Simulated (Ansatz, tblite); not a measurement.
**(4-phenylthiophenyl)diphenylsulfonium hexafluorophosphate (C₂₄H₁₉F₆PS₂): one state, many levels**

Aim: run the singlet of (4-phenylthiophenyl)diphenylsulfonium hexafluorophosphate (C₂₄H₁₉F₆PS₂) at one geometry on many levels, and compare frontier levels, spin and run time.

The runs use Ansatz 0.2.0, Gaussian basis; as each input shows.

Levels to be run: GFN1-xTB, GFN2-xTB, PBE-D4/def2-SVP, r2SCAN-D4/def2-SVP, r2SCAN0-D4/def2-SVP, LC-ωPBE/def2-SVP, B3LYP-D4/def2-SVP, PBE0-D4/def2-TZVP, PBE-D4/def2-TZVP, HF/STO-3G, HF/6-31G, B3LYP-D4/6-31G, MP2/def2-SVP, RPA/def2-SVP.

## 1. The geometry

The singlet was relaxed beforehand with PBE-D4/def2-SVP.

SMILES `F[P-](F)(F)(F)(F)F.c1ccc(Sc2ccc([S+](c3ccccc3)c3ccccc3)cc2)cc1`, 52 atoms, charge 0, spin multiplicity 1.

Bond lengths: F1–P2 1.629 Å, P2–F3 1.628 Å, P2–F4 1.684 Å, P2–F5 1.628 Å, P2–F6 1.684 Å, P2–F7 1.685 Å, C8–C9 1.404 Å, C8–C33 1.405 Å, C8–H34 1.101 Å, C9–C10 1.404 Å, C9–H35 1.101 Å, C10–C11 1.407 Å, C10–H36 1.100 Å, C11–S12 1.790 Å, C11–C32 1.409 Å, S12–C13 1.773 Å, C13–C14 1.413 Å, C13–C31 1.415 Å and more. Angles: F1–P2–F3 92.4°, F1–P2–F4 89.6°, F1–P2–F5 92.4°, F1–P2–F6 177.0°, F1–P2–F7 89.6°, F3–P2–F4 89.8°, F3–P2–F5 92.4°, F3–P2–F6 89.7°, F3–P2–F7 177.1°, F4–P2–F5 177.0°, F4–P2–F6 88.2°, F4–P2–F7 88.2°, F5–P2–F6 89.7°, F5–P2–F7 89.6°, F6–P2–F7 88.2°, C9–C8–C33 120.1°, C9–C8–H34 120.0°, C33–C8–H34 119.9° and more.

PBE0-D4/def2-SVP was run before; its log isn't repeated, and its numbers join the tables.

## 2. GFN1-xTB

Tight binding, by tblite at 300 K electronic temperature and without a spin-polarisation term:

```python
tblite.interface.Calculator('GFN1-xTB', numbers, positions, charge=0, uhf=0).singlepoint()
```

Energy -2775.7006 eV, HOMO -11.64 eV, LUMO -8.78 eV; 0.22 s.

## 3. GFN2-xTB

Tight binding, by tblite at 300 K electronic temperature and without a spin-polarisation term:

```python
tblite.interface.Calculator('GFN2-xTB', numbers, positions, charge=0, uhf=0).singlepoint()
```

Energy -2684.5460 eV, HOMO -10.55 eV, LUMO -7.86 eV; 0.18 s.

## 4. PBE-D4/def2-SVP

start.molden holds the orbitals of an earlier run on this state, given as this run's starting guess.

in.yaml reads:

```yaml
crystal:
  periodic: [false, false, false]
  atoms:
    - {symbol: F, position_ang: [2.151445, 5.176807, -1.292077]}
    - {symbol: P, position_ang: [3.031291, 3.807961, -1.221883]}
    - {symbol: F, position_ang: [3.862142, 4.191914, -2.568260]}
    - {symbol: F, position_ang: [1.874014, 3.030275, -2.165873]}
    - {symbol: F, position_ang: [4.147705, 4.494994, -0.256114]}
    - {symbol: F, position_ang: [3.865666, 2.347748, -1.134317]}
    - {symbol: F, position_ang: [2.162049, 3.332000, 0.141381]}
    - {symbol: C, position_ang: [-6.020220, -2.389272, 2.647504]}
    - {symbol: C, position_ang: [-5.685951, -1.283701, 3.445489]}
    - {symbol: C, position_ang: [-5.196103, -0.109099, 2.852766]}
    - {symbol: C, position_ang: [-5.046031, -0.044650, 1.454821]}
    - {symbol: S, position_ang: [-4.481794, 1.473686, 0.693343]}
    - {symbol: C, position_ang: [-2.770395, 1.141324, 0.369822]}
    - {symbol: C, position_ang: [-2.090580, -0.006947, 0.833686]}
    - {symbol: C, position_ang: [-0.734098, -0.183836, 0.542202]}
    - {symbol: C, position_ang: [-0.062324, 0.786910, -0.218145]}
    - {symbol: S, position_ang: [1.665396, 0.718024, -0.649822]}
    - {symbol: C, position_ang: [1.782601, -0.385305, -2.058449]}
    - {symbol: C, position_ang: [2.856082, -0.085136, -2.916126]}
    - {symbol: C, position_ang: [3.029807, -0.875208, -4.061549]}
    - {symbol: C, position_ang: [2.137332, -1.922201, -4.343500]}
    - {symbol: C, position_ang: [1.055576, -2.185606, -3.486319]}
    - {symbol: C, position_ang: [0.865283, -1.411415, -2.332297]}
    - {symbol: C, position_ang: [2.459286, -0.160670, 0.695993]}
    - {symbol: C, position_ang: [3.073990, 0.687265, 1.634721]}
    - {symbol: C, position_ang: [3.740782, 0.100832, 2.719947]}
    - {symbol: C, position_ang: [3.801911, -1.296646, 2.844593]}
    - {symbol: C, position_ang: [3.202570, -2.124051, 1.880061]}
    - {symbol: C, position_ang: [2.526066, -1.559543, 0.788712]}
    - {symbol: C, position_ang: [-0.713321, 1.955206, -0.662179]}
    - {symbol: C, position_ang: [-2.068720, 2.120317, -0.372349]}
    - {symbol: C, position_ang: [-5.391298, -1.149112, 0.651053]}
    - {symbol: C, position_ang: [-5.871086, -2.321756, 1.251989]}
    - {symbol: H, position_ang: [-6.404827, -3.308531, 3.115006]}
    - {symbol: H, position_ang: [-5.806072, -1.333477, 4.538630]}
    - {symbol: H, position_ang: [-4.926634, 0.763020, 3.467131]}
    - {symbol: H, position_ang: [-2.622298, -0.759178, 1.432905]}
    - {symbol: H, position_ang: [-0.200353, -1.064245, 0.929784]}
    - {symbol: H, position_ang: [3.517314, 0.764546, -2.682233]}
    - {symbol: H, position_ang: [3.861852, -0.655997, -4.747173]}
    - {symbol: H, position_ang: [2.276266, -2.531456, -5.249400]}
    - {symbol: H, position_ang: [0.347501, -2.994632, -3.720983]}
    - {symbol: H, position_ang: [0.006034, -1.589553, -1.669345]}
    - {symbol: H, position_ang: [3.033999, 1.778472, 1.489293]}
    - {symbol: H, position_ang: [4.231023, 0.745972, 3.464167]}
    - {symbol: H, position_ang: [4.336189, -1.748111, 3.694210]}
    - {symbol: H, position_ang: [3.268859, -3.218658, 1.971026]}
    - {symbol: H, position_ang: [2.078502, -2.197509, 0.012636]}
    - {symbol: H, position_ang: [-0.144748, 2.716707, -1.219039]}
    - {symbol: H, position_ang: [-2.589871, 3.026058, -0.718163]}
    - {symbol: H, position_ang: [-5.281593, -1.079213, -0.441637]}
    - {symbol: H, position_ang: [-6.140215, -3.185314, 0.624352]}
basis:
  gaussian: {orbitals: def2-SVP, fitting: {mean_field: def2-universal-jkfit}, initial_orbitals: start.molden}
hamiltonian: {xc: pbe, dispersion: d4}
scf: {omitted_lower_state_checks: [starts]}
output: {orbitals: {seedname: orbitals}}
```

Launch:

```
ansatz run in.yaml --threads 2 --pin off --events-out ev --progress --plain --max-ram 32768MiB --backend cuda --devices 0, --max-vram 18GiB
```

The runs that follow: r2SCAN-D4/def2-SVP; r2SCAN0-D4/def2-SVP; LC-ωPBE/def2-SVP; B3LYP-D4/def2-SVP; PBE0-D4/def2-TZVP; PBE-D4/def2-TZVP; HF/STO-3G; HF/6-31G; B3LYP-D4/6-31G; MP2/def2-SVP; RPA/def2-SVP.

Before running them: what should the planned runs give, taken together? Wanted: gap in def2-SVP, named functionals, smallest and largest; correlation energy, MP2/def2-SVP; binding an atom, functionals in def2-SVP; PBE0 total energy, smallest basis above largest.

**Answer**, as computed:

| quantity | value |
| --- | --- |
| gap in def2-SVP, named functionals, smallest and largest | 3.17 eV (PBE-D4), 9.39 eV (LC-ωPBE) |
| correlation energy, MP2/def2-SVP | -126.65 eV |
| binding an atom, functionals in def2-SVP | 4.93 (r2SCAN0-D4) to 5.21 eV (PBE-D4) |
| PBE0 total energy, smallest basis above largest | 57.74 eV (def2-SVP, def2-TZVP) |

Over the named functionals in def2-SVP the gap runs from 3.17 eV (PBE-D4) to 9.39 eV (LC-ωPBE); exact exchange widens it.
